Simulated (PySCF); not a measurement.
**HoF₂: structure of the sextet**

The task is one start of a wider search on HoF₂: the sextet, from a linear start. It is relaxed, tested by its Hessian and followed downhill if it is a saddle.

Program: PySCF 2.14.0. Level of theory: PBE0, basis Ho def2-SVP with ECP28, F def2-SVP, scalar-relativistic core potentials, no spin–orbit coupling, density fitting. These are calculated values, not measurements.

## (1) Where the work starts

3 atoms, charge 0, spin multiplicity 6.

Bond lengths: Ho1–F2 2.300 Å, Ho1–F3 2.300 Å. Angles: F2–Ho1–F3 180.0°.

```xyz
3
charge 0 multiplicity 6
Ho    0.0000    0.0000    0.0000
F     0.0000    0.0000    2.3000
F     0.0000    0.0000   -2.3000
```

## (2) Linear start, sextet: relaxation

The steps below are one call of a driver around PySCF. For each, scf.py gives the equivalent set-up of the SCF; relaxations use the driver's own optimiser. Before each start the driver seeks the lowest SCF state from one or more starting densities and follows internal instabilities, so scf.py alone need not reach the same state.

The program finds D∞h symmetry in the start, which this walk keeps. The walk stops when the largest gradient is under 0.0003 Eh/bohr and the energy has settled too.

scf.py reads:

```python
from pyscf import gto, scf, dft
mol = gto.M(atom='''
Ho     0.000000     0.000000     0.000000
F      0.000000     0.000000     2.300000
F      0.000000     0.000000    -2.300000''',
    basis={'Ho': 'def2-SVP', 'F': 'def2-SVP'},
    ecp={'Ho': 'def2-SVP'},
    charge=0, spin=5)
mf = dft.UKS(mol, xc='PBE0')
mf.grids.atom_grid = (50, 194)
aux = {'Ho': 'def2-universal-JKFIT', 'F': 'def2-universal-JKFIT'}
mf = mf.density_fit(auxbasis=aux)
mf.kernel()
```

After this run come: Frequencies; Leaving the saddle point; Frequencies.

Before running it: what results should come out? Wanted: minimum; geometry; wavenumbers; dipole moment; highest occupied, lowest empty level; polar-tensor charge of Ho1; zero-point energy; ⟨S²⟩.

The runs gave:

```
                                          quantity                             value
                                           minimum                       sextet, C2v
                                          geometry  Ho–F 1.942 Å (×2); F–Ho–F 109.9°
                                wavenumbers (cm⁻¹)      127 (a1), 616 (b2), 639 (a1)
                                     dipole moment                            2.92 D
highest occupied, lowest empty level (either spin)                   -4.73, -2.25 eV
                        polar-tensor charge of Ho1                           +1.20 e
                                 zero-point energy                        8.3 kJ/mol
                               entropy at 298.15 K                   303.2 J/(mol K)
                                              ⟨S²⟩                             8.754
```

**Reading.** From D∞h at the start the molecule goes to a C2v minimum, after a stop at a second-order saddle point 42.2 kJ/mol higher, from which it was pushed off along an imaginary mode. In the infrared the band at 616 cm⁻¹ (b2, stretch) leads. Most of the spin sits on Ho1 (Mulliken spin 5.03, against 5 for the whole molecule). Only this shape and spin were tried, so other structures or states may lie lower. One determinant may miss the lowest occupation of an open d or f shell. Spin–orbit coupling, left out here, can matter for elements this heavy.
